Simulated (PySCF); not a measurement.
# C5H13AsSi: magnetic properties

Wanted: magnetic properties for C5H13AsSi (`[AsH2][SiH2]C1CCCC1`).

Programs: PySCF 2.14.0, with routines of our own; each step states its level. All values are computed. Atoms count from 0.

## 1. The starting structure

20 atoms, charge 0, multiplicity 1; geometry from: GFN2-xTB.

## 2. Magnetic properties: GIAO PBE/pcSseg-1

Job settings and geometry (Å):

```
{"job": {"kind": "mag", "xc": "PBE", "basis": "pcSseg-1", "isotopologues": 2}, "charge": 0, "multiplicity": 1}
As     2.960201    -0.101069     1.029367
Si     1.849523    -0.830438    -0.884870
C     -0.015136    -0.406266    -0.885746
C     -0.785187    -1.149901     0.213838
C     -1.910878    -0.196773     0.599876
C     -1.209378     1.156913     0.587600
C     -0.301939     1.092068    -0.645350
H      1.708834    -0.042604     1.854267
H      2.769472     1.343997     0.672290
H      2.452073    -0.229734    -2.087909
H      1.969526    -2.293367    -1.022338
H     -0.443671    -0.689747    -1.850357
H     -0.145880    -1.316187     1.088535
H     -1.146253    -2.120024    -0.125374
H     -2.696585    -0.217756    -0.157695
H     -2.353486    -0.434583     1.566783
H     -0.604715     1.260425     1.492122
H     -1.905718     1.993662     0.547128
H      0.612133     1.670050    -0.484393
H     -0.808084     1.522013    -1.510810
```

With the program's defaults for keys left out, this is: GIAO PBE/pcSseg-1 magnetisability, rotational g tensor and spin-rotation constants, non-relativistic, gas phase.

The run is started by

```
OMP_NUM_THREADS=1 python excited_run.py task.json out
```

One launch serves the whole session: the jobs run in the order shown.

What it wrote:

```text
coarse grid: 71784 points
cycle   1  E = -2722.5763923795  dE = -4.002e-01  |g| = 1.008e+00  |ddm| = 4.100e+00
cycle   2  E = -2722.3655670646  dE =  2.108e-01  |g| = 1.259e+00  |ddm| = 1.780e+00
cycle   3  E = -2722.6643860001  dE = -2.988e-01  |g| = 3.445e-01  |ddm| = 1.561e+00
cycle   4  E = -2722.6950807895  dE = -3.069e-02  |g| = 6.558e-02  |ddm| = 4.329e-01
cycle   5  E = -2722.6957168741  dE = -6.361e-04  |g| = 3.034e-02  |ddm| = 8.866e-02
cycle   6  E = -2722.6959515305  dE = -2.347e-04  |g| = 5.075e-03  |ddm| = 3.372e-02
cycle   7  E = -2722.6959560698  dE = -4.539e-06  |g| = 1.315e-03  |ddm| = 7.110e-03
final grid: 150880 points
cycle   8  E = -2722.6959935388  dE =  1.745e-07  |g| = 1.932e-03  |ddm| = 7.038e-03
cycle   9  E = -2722.6959922728  dE =  1.266e-06  |g| = 3.040e-03  |ddm| = 7.565e-03
cycle  10  E = -2722.6959945414  dE = -2.269e-06  |g| = 2.652e-04  |ddm| = 4.342e-03
cycle  11  E = -2722.6959945608  dE = -1.941e-08  |g| = 6.437e-05  |ddm| = 4.101e-04
cycle  12  E = -2722.6959945618  dE = -1.000e-09  |g| = 1.246e-05  |ddm| = 7.736e-05
converged SCF energy = -2722.6959945618

Magnetisability tensor (1e-30 J/T^2)
    -1812.26        6.59       16.22
        6.59    -1846.99       -9.18
       16.22       -9.18    -1853.40
isotropic -1837.55   principal values   -1865.45  -1840.84  -1806.37
isotropic susceptibility -110.660 1e-6 cm^3/mol

Inertial axes            a          b          c
rot. const./GHz      2.5063     0.7543     0.6873
chi total          -108.918   -112.208   -110.854
chi diamagnetic    -645.766  -1654.131  -1799.236
chi paramagnetic    536.848   1541.923   1688.382
quadrupole/D A       -0.864      0.052      0.812
g nuclear            0.6204     0.5438     0.5422
g electronic        -0.6321    -0.5464    -0.5451
g total             -0.0117    -0.0025    -0.0029

Spin-rotation constants (kHz, H = +C I.J)
atom  isotope        aa         bb         cc
  0   75As        2.526      0.674      0.553
  7     1H       -0.117     -0.047     -0.068
  8     1H       -0.249     -0.069     -0.010
  9     1H       -0.209     -0.044      0.006
 10     1H       -0.230     -0.029     -0.004
 11     1H       -0.137     -0.015     -0.078
 12     1H       -0.090     -0.056     -0.056
 13     1H       -0.230     -0.029     -0.035
 14     1H       -0.028     -0.057     -0.071
 15     1H       -0.258     -0.034     -0.024
 16     1H       -0.112     -0.034     -0.070
 17     1H       -0.099     -0.058     -0.045
 18     1H       -0.045     -0.071     -0.049
 19     1H       -0.117     -0.068     -0.031
  1   29Si*      -1.362     -0.439     -0.463
  2    13C*       0.475      0.110      0.096
  3    13C*       0.454      0.136      0.112
  4    13C*       0.441      0.132      0.114
* in the singly substituted isotopologue

Isotopologues: g along a, b, c
2H    at 7,8,9,10,11,12    -0.0094    -0.0023    -0.0027
30Si  at 1                 -0.0114    -0.0025    -0.0029
```

Wall time 62 s (1 thread of Arm Neoverse V2, shared host); peak memory 0.85 GiB.

In short:

| quantity | value |
| --- | --- |
| magnetisability | -1838·10⁻³⁰ J/T² |
| molar susceptibility | -110.7·10⁻⁶ cm³/mol |
| rotational g (a, b, c) | -0.0117, -0.0025, -0.0029 |

## 3. Magnetic properties: common gauge origin PBE0/cc-pVDZ

Settings changed since step 2:

```diff
@@ -1,2 +1,2 @@
-{"job": {"kind": "mag", "xc": "PBE", "basis": "pcSseg-1", "isotopologues": 2}, "charge": 0, "multiplicity": 1}
+{"job": {"kind": "mag", "xc": "PBE0", "basis": "cc-pVDZ", "gauge": [0, 0, 0]}, "charge": 0, "multiplicity": 1}
 As     2.960201    -0.101069     1.029367
```

With the program's defaults for keys left out, this is: common gauge origin PBE0/cc-pVDZ magnetisability, rotational g tensor and spin-rotation constants, non-relativistic, gas phase.

What it wrote:

```text
coarse grid: 71784 points
cycle   1  E = -2723.0290856585  dE = -5.817e-02  |g| = 3.771e-01  |ddm| = 7.847e+00
cycle   2  E = -2723.0103096260  dE =  1.878e-02  |g| = 4.766e-01  |ddm| = 1.671e+00
cycle   3  E = -2723.0706865871  dE = -6.038e-02  |g| = 4.530e-02  |ddm| = 8.396e-01
cycle   4  E = -2723.0711782147  dE = -4.916e-04  |g| = 1.787e-02  |ddm| = 1.133e-01
cycle   5  E = -2723.0712658992  dE = -8.768e-05  |g| = 5.957e-03  |ddm| = 4.551e-02
cycle   6  E = -2723.0712752455  dE = -9.346e-06  |g| = 1.120e-03  |ddm| = 1.163e-02
final grid: 150880 points
cycle   7  E = -2723.0713577943  dE = -4.731e-08  |g| = 1.307e-03  |ddm| = 6.701e-03
cycle   8  E = -2723.0713575731  dE =  2.212e-07  |g| = 1.603e-03  |ddm| = 5.302e-03
cycle   9  E = -2723.0713582643  dE = -6.912e-07  |g| = 9.895e-05  |ddm| = 2.837e-03
cycle  10  E = -2723.0713582674  dE = -3.141e-09  |g| = 1.356e-05  |ddm| = 2.488e-04
cycle  11  E = -2723.0713582675  dE = -4.729e-11  |g| = 6.254e-06  |ddm| = 3.442e-05
converged SCF energy = -2723.0713582675

Magnetisability tensor (1e-30 J/T^2)
    -5452.85     -503.11     2083.38
     -503.11   -13522.38      662.78
     2083.38      662.78   -12346.36
isotropic -10440.53   principal values  -14060.53 -12399.89  -4861.17
isotropic susceptibility -628.743 1e-6 cm^3/mol

Inertial axes            a          b          c
rot. const./GHz      2.5063     0.7543     0.6873
chi total          -296.293   -743.333   -846.605
chi diamagnetic    -643.851  -1652.358  -1797.629
chi paramagnetic    347.558    909.025    951.024
quadrupole/D A       -1.118      0.038      1.080
g nuclear            0.6204     0.5438     0.5422
g electronic        -0.4092    -0.3221    -0.3070
g total              0.2112     0.2217     0.2352

Spin-rotation constants (kHz, H = +C I.J)
atom  isotope        aa         bb         cc
  0   75As        2.058      0.561      0.426
  7     1H        0.184     -1.138     -0.993
  8     1H       -0.389     -0.514     -0.352
  9     1H        0.352     -0.162      0.012
 10     1H        0.316     -0.229      0.026
 11     1H       -0.032     -0.165     -0.113
 12     1H       -0.384     -0.532     -0.619
 13     1H       -0.081     -0.070     -0.127
 14     1H       -0.434      0.167      0.112
 15     1H       -0.098      0.014     -0.006
 16     1H       -0.112     -0.511     -0.413
 17     1H        0.041      0.058      0.074
 18     1H       -0.214     -0.490     -0.583
 19     1H       -0.080     -0.010     -0.099
  1   29Si*      -0.976     -0.283     -0.283
  2    13C*       0.184     -0.044     -0.057
  3    13C*       0.217      0.017     -0.003
  4    13C*       0.237      0.069      0.052
* in the singly substituted isotopologue
```

It took 24 s on 1 thread of Arm Neoverse V2, shared host; peak memory 1 GiB.

The run ended normally, but its values are not to be used for the molecule: a common gauge origin replaces GIAOs, so the magnetic properties depend on where the origin lies.

## 4. Outcome

| quantity | value |
| --- | --- |
| magnetisability (step 2, GIAO PBE/pcSseg-1) | -1838·10⁻³⁰ J/T² |
| molar susceptibility (step 2, GIAO PBE/pcSseg-1) | -110.7·10⁻⁶ cm³/mol |
| rotational g (a, b, c) (step 2, GIAO PBE/pcSseg-1) | -0.0117, -0.0025, -0.0029 |
| runs | 0 failed, 1 ended on unsound input |

In words: Steps that list no spin-orbit terms leave them out, which matters at and beside the heavy atoms. Vibrational averaging and real surroundings are missing from these values.
